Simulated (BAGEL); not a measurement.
# UHF/STO-3G (density fitting with qzvpp-jkfit) run of SiNH2OF2 (SMILES N[Si]([O])(F)F)

What is the energy change on altering one bond length of SiNH2OF2 at UHF/STO-3G (density fitting with qzvpp-jkfit)? 

The calculation is run with BAGEL 1.2.2.

3 further runs of the same task are left out: 2 that didn't finish, 1 set aside as unsound or not needed.

## (1) The structure to begin with

SiNH2OF2: 7 atoms, total charge 0, spin state doublet. SMILES: `N[Si]([O])(F)F`. Geometry: relaxed at PBE0-D4/def2-TZVP. This is one conformer, not always the lowest.

Bond lengths: N1–Si2 1.698 Å, Si2–O3 1.614 Å, Si2–F4 1.576 Å, Si2–F5 1.576 Å, N1–H6 1.008 Å, N1–H7 1.008 Å. Angles: N1–Si2–O3 102.0°, N1–Si2–F4 110.2°, N1–Si2–F5 110.1°, O3–Si2–F4 113.7°, O3–Si2–F5 113.8°, F4–Si2–F5 107.0°, Si2–N1–H6 120.6°, Si2–N1–H7 120.6°, H6–N1–H7 112.1°.

## (2) The energy at UHF/STO-3G (density fitting with qzvpp-jkfit)

File hf.json:

```json
{ "bagel" : [

{
  "title" : "molecule",
  "basis" : "sto-3g",
  "df_basis" : "qzvpp-jkfit",
  "angstrom" : true,
  "geometry" : [
    { "atom" : "N", "xyz" : [   -0.337200,    0.616000,    0.733600 ] },
    { "atom" : "Si", "xyz" : [    0.308800,   -0.463400,   -0.406400 ] },
    { "atom" : "O", "xyz" : [   -0.535000,   -0.096500,   -1.732100 ] },
    { "atom" : "F", "xyz" : [    0.112100,   -1.949400,    0.079400 ] },
    { "atom" : "F", "xyz" : [    1.859900,   -0.230100,   -0.556400 ] },
    { "atom" : "H", "xyz" : [   -1.252500,    0.460700,    1.127000 ] },
    { "atom" : "H", "xyz" : [   -0.095000,    1.594500,    0.709100 ] }
  ]
},
{ "title" : "uhf", "nopen" : 1 },
{ "title" : "print", "file" : "orbitals.molden", "orbitals" : true }

]}
```

Launch:

```sh
$ BAGEL_NUM_THREADS=1 BAGEL hf.json > hf.out
```

Standard output:

```text
* using 1 threads per process

  ===============================================================
  ===============================================================

  *** Geometry ***

  { "atom" : "N", "xyz" : [     -0.637216,      1.164071,      1.386303 ] },
  { "atom" : "Si", "xyz" : [      0.583547,     -0.875699,     -0.767985 ] },
  { "atom" : "O", "xyz" : [     -1.011003,     -0.182359,     -3.273195 ] },
  { "atom" : "F", "xyz" : [      0.211838,     -3.683832,      0.150044 ] },
  { "atom" : "F", "xyz" : [      3.514702,     -0.434826,     -1.051444 ] },
  { "atom" : "H", "xyz" : [     -2.366882,      0.870597,      2.129721 ] },
  { "atom" : "H", "xyz" : [     -0.179524,      3.013168,      1.340005 ] },

  Number of auxiliary basis functions:      472

  Since a DF basis is specified, we compute 2- and 3-index integrals:
    o Being stored without compression. Storage requirement is 0.004 GB

  Number of basis functions:       31
  Number of electrons      :       49

    * METHOD: MOLECULE                             0.26

  *** Open-shell HF ***

  === Nuclear Repulsion ===
   256.2849075040

      * DIIS with orbital gradients will be used.

  === UHF iteration (sto-3g) ===
      0       -610.03439796          0.04874080           0.06
      1       -610.19580325          0.05122626           0.06
      2       -610.36168986          0.02496601           0.06
      3       -610.44706672          0.00842456           0.06
      4       -610.46739195          0.00354707           0.06
      5       -610.47245414          0.00180080           0.06
      6       -610.47379720          0.00142945           0.06
      7       -610.47520726          0.00080264           0.06
      8       -610.47568846          0.00039976           0.06
      9       -610.47580226          0.00007572           0.06
     10       -610.47581558          0.00001788           0.06
     11       -610.47581741          0.00000800           0.06
     12       -610.47581815          0.00000325           0.06
     13       -610.47581831          0.00000088           0.06
     14       -610.47581833          0.00000028           0.06
     15       -610.47581833          0.00000018           0.06
     16       -610.47581833          0.00000015           0.06
     17       -610.47581833          0.00000013           0.06
     18       -610.47581833          0.00000013           0.06
     19       -610.47581833          0.00000012           0.06
     20       -610.47581833          0.00000010           0.06
     21       -610.47581833          0.00000005           0.06
     22       -610.47581833          0.00000002           0.06
     23       -610.47581833          0.00000001           0.06
    * SCF iteration converged.

    * S^2 (UHF) is 0.7534

    * Permanent dipole moment:
           (    0.249998,    -0.282343,    -0.073410) a.u.

    * METHOD: UHF                                  1.60

    * METHOD: PRINT                                0.01

  ===============================================================
```

Wall time 2 s (1 thread of Arm Neoverse N1, shared host); peak memory 0.081 GiB.

## (3) The distorted shape, same level

File input.json:

```json
{ "bagel": [

{
  "title": "molecule",
  "basis": "sto-3g",
  "df_basis": "qzvpp-jkfit",
  "angstrom": "true",
  "geometry": [
    { "atom": "N", "xyz": [   -0.569906,    0.580999,    0.756104 ] },
    { "atom": "Si", "xyz": [    0.076094,   -0.498401,   -0.383896 ] },
    { "atom": "O", "xyz": [   -0.767706,   -0.131501,   -1.709596 ] },
    { "atom": "F", "xyz": [   -0.120606,   -1.984401,    0.101904 ] },
    { "atom": "F", "xyz": [    1.859900,   -0.230100,   -0.556400 ] },
    { "atom": "H", "xyz": [   -1.485206,    0.425699,    1.149504 ] },
    { "atom": "H", "xyz": [   -0.327706,    1.559499,    0.731604 ] }
  ]
},
{ "title": "uhf", "nopen": 1 },
{ "title": "print", "file": "orbitals.molden", "orbitals": "true" }

]}
```

Launch:

```sh
$ BAGEL_NUM_THREADS=1 BAGEL input.json > input.out
```

Standard output:

```text
* using 1 threads per process

  ===============================================================
  ===============================================================

  *** Geometry ***

  { "atom" : "N", "xyz" : [     -1.076966,      1.097929,      1.428829 ] },
  { "atom" : "Si", "xyz" : [      0.143797,     -0.941841,     -0.725458 ] },
  { "atom" : "O", "xyz" : [     -1.450754,     -0.248501,     -3.230668 ] },
  { "atom" : "F", "xyz" : [     -0.227912,     -3.749974,      0.192571 ] },
  { "atom" : "F", "xyz" : [      3.514702,     -0.434826,     -1.051444 ] },
  { "atom" : "H", "xyz" : [     -2.806633,      0.804455,      2.172248 ] },
  { "atom" : "H", "xyz" : [     -0.619275,      2.947026,      1.382531 ] },

  Number of auxiliary basis functions:      472

  Since a DF basis is specified, we compute 2- and 3-index integrals:
    o Being stored without compression. Storage requirement is 0.004 GB

  Number of basis functions:       31
  Number of electrons      :       49

    * METHOD: MOLECULE                             0.26

  *** Open-shell HF ***

  === Nuclear Repulsion ===
   247.5859745482

      * DIIS with orbital gradients will be used.

  === UHF iteration (sto-3g) ===
      0       -609.97855881          0.05247174           0.06
      1       -610.14441705          0.05482443           0.06
      2       -610.30598420          0.02869423           0.06
      3       -610.41322839          0.00932596           0.06
      4       -610.43684994          0.00437437           0.06
      5       -610.44426062          0.00196577           0.06
      6       -610.44570559          0.00154269           0.06
      7       -610.44726918          0.00087528           0.06
      8       -610.44776771          0.00052054           0.06
      9       -610.44793829          0.00011326           0.06
     10       -610.44795795          0.00003906           0.06
     11       -610.44796031          0.00003064           0.06
     12       -610.44796189          0.00002882           0.06
     13       -610.44796281          0.00002822           0.06
     14       -610.44796355          0.00002784           0.06
     15       -610.44796578          0.00002648           0.06
     16       -610.44796965          0.00001852           0.06
     17       -610.44796904          0.00001251           0.06
     18       -610.44797219          0.00000794           0.06
     19       -610.44797345          0.00000635           0.06
     20       -610.44797630          0.00000349           0.06
     21       -610.44797704          0.00000200           0.06
     22       -610.44797727          0.00000050           0.06
     23       -610.44797727          0.00000023           0.06
     24       -610.44797728          0.00000009           0.06
     25       -610.44797728          0.00000003           0.06
     26       -610.44797728          0.00000002           0.06
     27       -610.44797728          0.00000002           0.06
     28       -610.44797728          0.00000002           0.06
     29       -610.44797728          0.00000002           0.06
     30       -610.44797728          0.00000002           0.06
     31       -610.44797728          0.00000001           0.06
     32       -610.44797728          0.00000001           0.06
     33       -610.44797728          0.00000001           0.06
    * SCF iteration converged.

    * S^2 (UHF) is 0.7538

    * Permanent dipole moment:
           (    0.396693,    -0.269979,    -0.095427) a.u.

    * METHOD: UHF                                  2.26

    * METHOD: PRINT                                0.01

  ===============================================================
```

Run time: 2.7 s. Hardware: 1 thread of Arm Neoverse N1, shared host; peak memory 0.081 GiB.

## (4) Results

Level: UHF/STO-3G (density fitting with qzvpp-jkfit).

```
                                                          quantity          value
                                         first shape: total energy  -610.47582 Eh
                                        first shape: dipole moment         0.98 D
                                                 first shape: ⟨S²⟩          0.753
                                     distorted shape: total energy  -610.44798 Eh
                                    distorted shape: dipole moment         1.24 D
                                             distorted shape: ⟨S²⟩          0.754
energy change with the Si2–F5 bond stretched from 1.576 to 1.812 Å       0.758 eV
```

What this shows: With the Si2–F5 bond stretched from 1.576 to 1.812 Å the energy rises by 0.76 eV (17.5 kcal/mol). The first shape isn't relaxed at this level, so the change isn't measured from a minimum. The minimal basis adds a large error of its own.
